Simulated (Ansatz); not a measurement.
**Cl₂F₂H₂O₂Si₂: a ladder of functionals and wavefunction methods**

One table from this session's results is given with a row withheld; the runs are named, their logs left out.

Program: Ansatz 0.2.0, Gaussian basis. Level of theory: functionals in def2-TZVPP, the program's frozen cores in correlated methods. These are calculated values, not measurements.

Plan: PBE-D4, r2SCAN-D4, PBE0-D4, B3LYP-D4, ωB97X-V, ωB97M-V, B2PLYP; CCSD(T)/def2-TZVPP; MP2/def2-QZVPP; extrapolation to the limit.

### The geometry

All runs share one geometry, relaxed beforehand with PBE0-D4 in a triple-zeta def2 set.

SMILES `O[SiH](Cl)O[Si](F)(F)Cl`, 10 atoms, charge 0, spin multiplicity 1.

Atoms are counted from 1 here; the program's logs count them from 0.

Bond lengths: O1–Si2 1.622 Å, O1–H9 0.959 Å, Si2–Cl3 2.029 Å, Si2–O4 1.632 Å, Si2–H10 1.471 Å, O4–Si5 1.599 Å, Si5–F6 1.572 Å, Si5–F7 1.571 Å, Si5–Cl8 2.010 Å. Angles: Si2–O1–H9 119.1°, O1–Si2–Cl3 106.3°, O1–Si2–O4 110.9°, O1–Si2–H10 113.1°, Cl3–Si2–O4 109.6°, Cl3–Si2–H10 109.9°, O4–Si2–H10 107.1°, Si2–O4–Si5 151.1°, O4–Si5–F6 110.5°, O4–Si5–F7 108.3°, O4–Si5–Cl8 112.2°, F6–Si5–F7 107.4°, F6–Si5–Cl8 109.1°, F7–Si5–Cl8 109.3°.

The first run:

File in.yaml:

```yaml
crystal:
  periodic: [false, false, false]
  atoms:
    - {symbol: O, position_ang: [-2.354136, 0.271851, -0.451494]}
    - {symbol: Si, position_ang: [-1.078701, 0.740998, 0.434173]}
    - {symbol: Cl, position_ang: [-1.278869, -0.160930, 2.240764]}
    - {symbol: O, position_ang: [0.318934, 0.266644, -0.263136]}
    - {symbol: Si, position_ang: [1.575621, -0.717647, -0.349780]}
    - {symbol: F, position_ang: [1.108646, -2.176275, -0.704708]}
    - {symbol: F, position_ang: [2.506844, -0.225845, -1.515844]}
    - {symbol: Cl, position_ang: [2.625306, -0.761920, 1.363487]}
    - {symbol: H, position_ang: [-2.421646, 0.563868, -1.362181]}
    - {symbol: H, position_ang: [-1.001998, 2.199257, 0.608719]}
basis:
  gaussian: {orbitals: def2-TZVPP}
hamiltonian: {xc: pbe, dispersion: d4}
output: {forces: true, orbitals: {seedname: orbitals}}
```

The run is started by

```
$ ansatz run in.yaml --threads 2 --pin off --events-out ev --progress --plain --max-ram 22528MiB --backend cuda --devices 0, --max-vram 18GiB
```

Among the steps run: PBE-D4 (GGA); r2SCAN-D4 (meta-GGA); PBE0-D4 (hybrid); B3LYP-D4 (hybrid); ωB97X-V (range-separated); ωB97M-V (range-separated); B2PLYP (double hybrid); CCSD(T) in def2-TZVPP; MP2 in def2-QZVPP.

One table of the session follows, with a row left open; its other results are not shown here.

```
            method  atomisation energy (kJ/mol)
            PBE-D4                       4232.5
         r2SCAN-D4                       4217.5
           PBE0-D4                       4141.7
          B3LYP-D4                       4140.6
           ωB97X-V                       4209.6
           ωB97M-V                       4215.8
            B2PLYP                       4132.4
     HF/def2-TZVPP                       3079.9
    MP2/def2-TZVPP                            ?
   CCSD/def2-TZVPP                       4007.2
CCSD(T)/def2-TZVPP                       4080.2
           MP2/CBS                       4421.2
       CCSD(T)/CBS                       4230.6
```

Estimate the missing values for MP2/def2-TZVPP.

**Answer.** atomisation energy (kJ/mol): 4270.7. In the column «atomisation energy (kJ/mol)» it lies between PBE-D4 (4232.5) and MP2/CBS (4421.2).
